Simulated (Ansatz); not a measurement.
Working through a polarisability from point charges of CH6BFSi, SMILES FBC[SiH3]

Computed with Ansatz 0.2.0, Python API.

Run as a notebook:

**Cell 1**
```python
import warnings

import ansatz as az
import numpy as np
```

**Cell 2**
```python
warnings.simplefilter('ignore', az.DeckWarning)
```

**Cell 3**
```python
geometry_ang = [
    ('F', (-2.0205, -0.0945, -0.7728)),
    ('B', (-0.9255, 0.803, -0.998)),
    ('C', (0.4306, 0.5538, -0.266)),
    ('Si', (0.4601, -0.9274, 0.8743)),
    ('H', (-1.0129, 1.7095, -1.761)),
    ('H', (1.2571, 0.4041, -1.0108)),
    ('H', (0.7463, 1.4498, 0.3547)),
    ('H', (0.1033, -2.1203, 0.0831)),
    ('H', (-0.6467, -0.711, 1.9417)),
    ('H', (1.6913, -1.1182, 1.5578)),
]
geometry = az.Crystal.molecule()
for symbol, xyz in geometry_ang:
    geometry = geometry.atom(symbol, xyz)

base = geometry.calculation().basis(gaussian='def2-SVP').functional('pbe').forces()
# charges +q and -q at -R and +R make a nearly even field 2 k q / R^2 at the centre
centre = np.mean([site.position_ang for site in geometry.cartesian_sites], axis=0)
field = 2 * 14.399645 * 4.0 / 40.0 ** 2
```

**Cell 4**
```python
def dipole(axis, sign):
    arm = 40.0 * np.eye(3)[axis]
    pair = [{'charge': sign * 4.0, 'position_ang': (centre - arm).tolist()}, {'charge': -sign * 4.0, 'position_ang': (centre + arm).tolist()}]
    deck = base.input().set(az.key.basis.gaussian.point_charges, pair)
    return np.array(az.Session.from_dict(deck).plan().execute().report['charge_distribution']['dipole_moment_e_ang'])
```

**Cell 5**
```python
print(f'field {field:.4f} V/A')
alpha = np.array([(dipole(axis, 1) - dipole(axis, -1)) / (2 * field) * 14.399645 for axis in range(3)])
print('polarisability tensor (A^3)')
print(np.array2string(alpha, precision=3, suppress_small=True))
print(f'mean {np.trace(alpha) / 3:.3f} A^3 = {np.trace(alpha) / 3 / 0.14818471:.2f} bohr^3')
```
Output:
```text
field 0.0720 V/A
polarisability tensor (A^3)
[[ 7.266 -0.144  0.402]
 [-0.144  7.246 -0.764]
 [ 0.397 -0.772  7.226]]
mean 7.246 A^3 = 48.90 bohr^3
```

The geometry is a force-field or estimated start, not a minimum of this method, and the basis set is short of its limit. The field of two point charges is only nearly even. Without diffuse functions polarisabilities are unreliable, as a rule too low, and they change with the bond lengths of this unrelaxed start. Finished in 13 s on 1 thread of Intel(R) Xeon(R) Processor @ 2.70GHz (shared host), peak memory 0.2 GiB.

(Lines on the test bed's own set-up are left out of the output.)
